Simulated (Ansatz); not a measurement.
# CH6AlBSi: the cost of one run

All numbers are computed with Ansatz 0.2.0, driven from Python. Level of theory: PBE0/6-31G*.

### 1 The system

Bond lengths: B1–C2 1.571 Å, C2–Si3 1.874 Å, B1–Al4 2.091 Å, Si3–Al4 2.273 Å, B1–H5 1.197 Å, C2–H6 1.108 Å, C2–H7 1.138 Å, Si3–H8 1.509 Å, Si3–H9 1.449 Å, Al4–H10 1.592 Å. Angles (14 of 18 angles, heavy atoms first): B1–C2–Si3 107.3°, C2–B1–Al4 93.4°, C2–Si3–Al4 80.2°, B1–Al4–Si3 79.0°, B1–C2–H6 110.3°, B1–C2–H7 107.4°, Si3–C2–H6 110.3°, Si3–C2–H7 111.2°, C2–B1–H5 137.0°, Al4–B1–H5 129.4°, C2–Si3–H8 109.3°, C2–Si3–H9 110.6°, Al4–Si3–H8 111.5°, Al4–Si3–H9 118.1°.

The script holds or builds the structure itself.

### 2 The code

Contents of spin_ch6albsi.py:

```python
"""Gap between spin states of CH6AlBSi at one geometry."""

import ansatz as az

mol = (
    az.Crystal.molecule()
    .atom("B", [0.3889, 1.3655, 0.3035])
    .atom("C", [0.362, -0.0417, 1.0014])
    .atom("Si", [-0.3339, -1.2646, -0.2369])
    .atom("Al", [-0.3885, 0.6297, -1.4928])
    .atom("H", [0.6522, 2.4909, 0.6135])
    .atom("H", [-0.2731, -0.0092, 1.9082])
    .atom("H", [1.4338, -0.3038, 1.2807])
    .atom("H", [0.7636, -2.1965, -0.6893])
    .atom("H", [-1.5922, -1.8083, 0.2337])
    .atom("H", [-0.9297, 1.0868, -2.919])
)

setup = (
    mol.calculation()
    .basis(gaussian="6-31G*")
    .functional("pbe0")
)
found = {}
for unpaired in [0, 2]:
    summary = setup.spin("collinear", total=unpaired).run(threads=1).report
    s = unpaired / 2
    found[unpaired] = summary["free_energy_ev"]
    print(f"2S+1 = {unpaired + 1}: E = {found[unpaired]:.5f} eV, <S^2> = {abs(summary['mean_field']['state']['spin_squared']):.3f} (pure state {s * (s + 1):.2f})")
lowest = min(found, key=found.get)
for unpaired, e in found.items():
    print(f"multiplicity {unpaired + 1}: {23.060548 * (e - found[lowest]):.1f} kcal/mol above the lowest")
```

### 3 What the engine is handed

The engine receives this input (first run):

```yaml
crystal:
  periodic: [false, false, false]
  atoms:
    - { symbol: B, position_ang: [0.3889, 1.3655, 0.3035] }
    - { symbol: C, position_ang: [0.362, -0.0417, 1.0014] }
    - { symbol: Si, position_ang: [-0.3339, -1.2646, -0.2369] }
    - { symbol: Al, position_ang: [-0.3885, 0.6297, -1.4928] }
    - { symbol: H, position_ang: [0.6522, 2.4909, 0.6135] }
    - { symbol: H, position_ang: [-0.2731, -0.0092, 1.9082] }
    - { symbol: H, position_ang: [1.4338, -0.3038, 1.2807] }
    - { symbol: H, position_ang: [0.7636, -2.1965, -0.6893] }
    - { symbol: H, position_ang: [-1.5922, -1.8083, 0.2337] }
    - { symbol: H, position_ang: [-0.9297, 1.0868, -2.919] }
basis:
  gaussian:
    orbitals: "6-31G*"
hamiltonian:
  xc: pbe0
magnetization:
  spin_polarized: true
  initial_magnetization: 0.0
```

### 4 The run

Run with:

```sh
> python spin_ch6albsi.py
```

**Question.** How long does this script take on 1 thread of Arm Neoverse V2, shared host, and how much memory does it need?

About 14 s, with a peak of 0.27 GiB.
